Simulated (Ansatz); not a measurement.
# CuSnF6: the cost of one run

Program: Ansatz 0.2.0. Level of theory: reference: DFT r2SCAN, plane waves, PAW, scalar-relativistic, collinear spin. These are calculated values, not measurements.

1 further run of the same task is left out (it didn't finish).

## 1. The starting structure

The structure is trigonal, space group R-3 (No. 148). The conventional cell has a = 5.171 Å, b = 5.171 Å, c = 13.932 Å, α = 90.00°, β = 90.00°, γ = 120.00°. F (site symmetry 1) has 1 Sn at 1.98 Å and 1 Cu at 2.35 Å as nearest neighbours. Around Cu (site symmetry -3) lie 6 F at 2.35 Å. Sn (site symmetry -3) is surrounded by 6 F at 1.98 Å.

Structure file:

```
F Cu Sn
1.0
     2.58573    1.49287    4.64390
    -2.58573    1.49287    4.64390
     0.00000   -2.98575    4.64390
F Cu Sn
6 1 1
Cartesian
  -1.0033 1.7795 5.8002
  -1.0395 -1.7586 5.8002
  2.0427 -0.0209 5.8002
  1.0033 -1.7795 8.1315
  1.0395 1.7586 8.1315
  -2.0427 0.0209 8.1315
  0.0000 0.0000 6.9659
  0.0000 0.0000 0.0000
```

## 2. The reference run

Contents of input.yaml:

```yaml
crystal:
  lattice:
    - [2.58573208, 1.49286964, 4.64390424]
    - [-2.58573208, 1.49286964, 4.64390424]
    - [0.0, -2.98574937, 4.64390424]
  atoms:
    - { symbol: F, position: [0.421, 0.809, 0.019] }
    - { symbol: F, position: [0.019, 0.421, 0.809] }
    - { symbol: F, position: [0.809, 0.019, 0.421] }
    - { symbol: F, position: [0.579, 0.191, 0.981] }
    - { symbol: F, position: [0.981, 0.579, 0.191] }
    - { symbol: F, position: [0.191, 0.981, 0.579] }
    - { symbol: Cu, position: [0.5, 0.5, 0.5], spin: 0.7 }
    - { symbol: Sn, position: [0.0, 0.0, 0.0] }
kpoints:
  mp_grid: { grid: [4, 4, 4], shift: [0, 0, 0] }
magnetization:
  spin_polarized: true
scf:
  occupations: { method: fermi_dirac, width: 0.0483 }
hamiltonian:
  pseudopotentials: { kind: paw }
  xc: r2scan
basis:
  ecutwfc: 500
output:
  forces: true
  stress: true
  eigenvalues: true
  write_density: true
  write_potential: true
  elf: true
  volumetric_format: npy
relax:
  max_steps: 40
  cell: {}
```

On the command line:

```sh
$ ansatz run input.yaml --threads 1 --pin off --max-ram 2560MiB --backend cpu --events-out ev --progress --plain --runs-dir out
```

What time and memory should one allow on 1 thread of Intel Xeon Platinum 8488C (Sapphire Rapids), shared host?

About 3.4 min, with a peak of 0.98 GiB.
